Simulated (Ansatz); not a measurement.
**BN2H5 (SMILES NBN): HSE06/6-311+G(d,p)**

What is the electronic atomisation energy of BN2H5 at HSE06/6-311+G**? 

The results are computed with Ansatz 0.2.0.

41 further runs of the same task are left out: 41 set aside as unsound or not needed.

**1. The molecule**

BN2H5 has 8 atoms, charge 0, and is taken as a singlet. SMILES: `NBN`. The shape is that of a PBE0-D4/def2-TZVP optimisation.

Bond lengths: N1–B2 1.409 Å, B2–N3 1.409 Å, N1–H4 1.005 Å, N1–H5 1.002 Å, B2–H6 1.200 Å, N3–H7 1.003 Å, N3–H8 1.005 Å. Angles: N1–B2–N3 122.9°, N1–B2–H6 118.5°, N3–B2–H6 118.5°, B2–N1–H4 124.5°, B2–N1–H5 121.9°, B2–N3–H7 121.9°, B2–N3–H8 124.5°, H4–N1–H5 113.6°, H7–N3–H8 113.6°.

**2. A single-point energy at HSE06/6-311+G(d,p)**

The input, in.yaml:

```yaml
basis:
  gaussian:
    orbitals: 6-311+G_st__st_.json
crystal:
  periodic: [false, false, false]
  atoms:
    - symbol: "N"
      position_ang: [-0.971000, 0.516500, -0.581100]
    - symbol: B
      position_ang: [0.194200, 0.386600, 0.200500]
    - symbol: "N"
      position_ang: [0.848200, -0.845200, 0.401400]
    - symbol: H
      position_ang: [-1.426800, -0.244500, -1.053400]
    - symbol: H
      position_ang: [-1.423900, 1.400900, -0.713700]
    - symbol: H
      position_ang: [0.649700, 1.368600, 0.718000]
    - symbol: H
      position_ang: [1.676700, -0.919800, 0.960900]
    - symbol: H
      position_ang: [0.545000, -1.720300, 0.011600]
total_charge: 0
hamiltonian:
  xc: {name: HSE06}
accuracy: high
output:
  orbitals: {seedname: orbitals}
```

The basis set 6-311+G** is read from a file made from the Basis Set Exchange's data (not shown).

Launch:

```sh
$ ansatz run in.yaml --threads 1 --pin off --max-ram 3480MiB --events-out events.jsonl --progress --plain --runs-dir runs
```

Output:

```text
Warning: RAYON_NUM_THREADS=1 ignored (pool sized by the plan → 1); use --threads N
Functional definition: HSE06
  name "HSE06"
  parameter a = 0.25
  parameter omega = 0.11/bohr
  exchange = pbe_x - a*pbe_x_sr(omega) + a*exact_x_sr(omega)
  correlation = pbe_c
1919 factors; integrals over basis functions are off by at most 3.4e-9 eV
106 factors; integrals over basis functions are off by at most 1.5e-9 eV
mean field evaluation 1: about -3724.8511 eV, gradient 7.8e1 eV
mean field evaluation 2: about -3709.1136 eV, gradient 1.1e2 eV
mean field evaluation 4: about -3736.5313 eV, gradient 1.8e0 eV
mean field evaluation 8: about -3736.5330 eV, gradient 1.0e-1 eV
mean field evaluation 16: about -3736.5330 eV, gradient 7.1e-7 eV
mean field -3736.53297760 eV, -137.3150542139 hartree, gradient 7.4e-8 eV, S^2 0.000000; 0 other end points of the search recorded, 0 dependent functions left out
reference -3736.53298265 eV, -137.3150543993 hartree; 12, 12 occupied and 84, 84 virtual orbitals, 1919 factors
Total energy: -3736.53298265 eV, -137.3150543993 hartree
```

Run time: 3.3 s. Hardware: 1 thread of Intel Xeon 6975P-C (Granite Rapids), shared host; peak memory 0.28 GiB.

**3. The B atom**

The input, molecule.yaml:

```yaml
basis:
  gaussian:
    orbitals: 6-311+G_st__st_.json
crystal:
  periodic: [false, false, false]
  atoms:
    - symbol: B
      position_ang: [0.000000, 0.000000, 0.000000]
magnetization:
  spin_polarized: true
  initial_magnetization: 1
hamiltonian:
  xc: {name: HSE06}
accuracy: high
```

The basis set 6-311+G** is read from a file made from the Basis Set Exchange's data (not shown).

Run the same way, it converges to -24.61474 Eh (log not shown).

**4. The H atom**

The input, job.yaml:

```yaml
crystal:
  periodic: [false, false, false]
  atoms:
    - {symbol: H, position_ang: [0.000000, 0.000000, 0.000000]}
basis:
  gaussian:
    orbitals: 6-311+G_st__st_.json
total_charge: 0
magnetization:
  spin_polarized: true
  initial_magnetization: 1
hamiltonian:
  xc: hse06
accuracy: high
```

The basis set 6-311+G** is read from a file made from the Basis Set Exchange's data (not shown).

Run the same way, it converges to -0.50075 Eh (log not shown).

**5. The N atom at the same level**

The input, input.yaml:

```yaml
crystal:
  periodic: [false, false, false]
  atoms:
    - symbol: "N"
      position_ang: [0.000000, 0.000000, 0.000000]
basis:
  gaussian:
    orbitals: 6-311+G_st__st_.json
magnetization:
  spin_polarized: true
  initial_magnetization: 3
hamiltonian:
  xc: {name: HSE06}
accuracy: high
```

The basis set 6-311+G** is read from a file made from the Basis Set Exchange's data (not shown).

Launch:

```sh
$ ansatz run input.yaml --threads 1 --pin off --max-ram 3480MiB --events-out events.jsonl --progress --plain --runs-dir runs
```

Output:

```text
Warning: RAYON_NUM_THREADS=1 ignored (pool sized by the plan → 1); use --threads N
[... 6 set-up lines as earlier in the session ...]
169 factors; integrals over basis functions are off by at most 2.8e-9 eV
41 factors; integrals over basis functions are off by at most 1.1e-9 eV
mean field evaluation 1: about -1483.8458 eV, gradient 6.9e0 eV
mean field evaluation 2: about -1483.9569 eV, gradient 4.4e0 eV
mean field evaluation 4: about -1484.0395 eV, gradient 2.0e-1 eV
mean field evaluation 8: about -1484.0417 eV, gradient 9.7e-4 eV
mean field -1484.04171608 eV, -54.5375271462 hartree, gradient 5.0e-8 eV, S^2 3.752991; 0 other end points of the search recorded, 0 dependent functions left out
reference -1484.04171962 eV, -54.5375272765 hartree; 5, 2 occupied and 17, 20 virtual orbitals, 169 factors
Total energy: -1484.04171962 eV, -54.5375272765 hartree
```

Run time: 0.26 s. Hardware: 1 thread of Intel Xeon 6975P-C (Granite Rapids), shared host.

**6. Outcome**

At HSE06/6-311+G**:

| quantity | value |
| --- | --- |
| molecule: total energy | -137.31505 Eh |
| molecule: HOMO energy | -6.51 eV |
| molecule: LUMO energy | -0.15 eV |
| molecule: HOMO–LUMO gap | 6.36 eV |
| B atom: total energy | -24.61474 Eh |
| B atom: ⟨S²⟩ | 0.753 |
| H atom: total energy | -0.50075 Eh |
| H atom: ⟨S²⟩ | 0.750 |
| N atom: total energy | -54.53753 Eh |
| N atom: ⟨S²⟩ | 3.753 |
| electronic atomisation energy | 30.517 eV |

In words: Taking the molecule apart into free atoms costs 30.52 eV (2944 kJ/mol), before zero-point energy and without spin-orbit coupling.
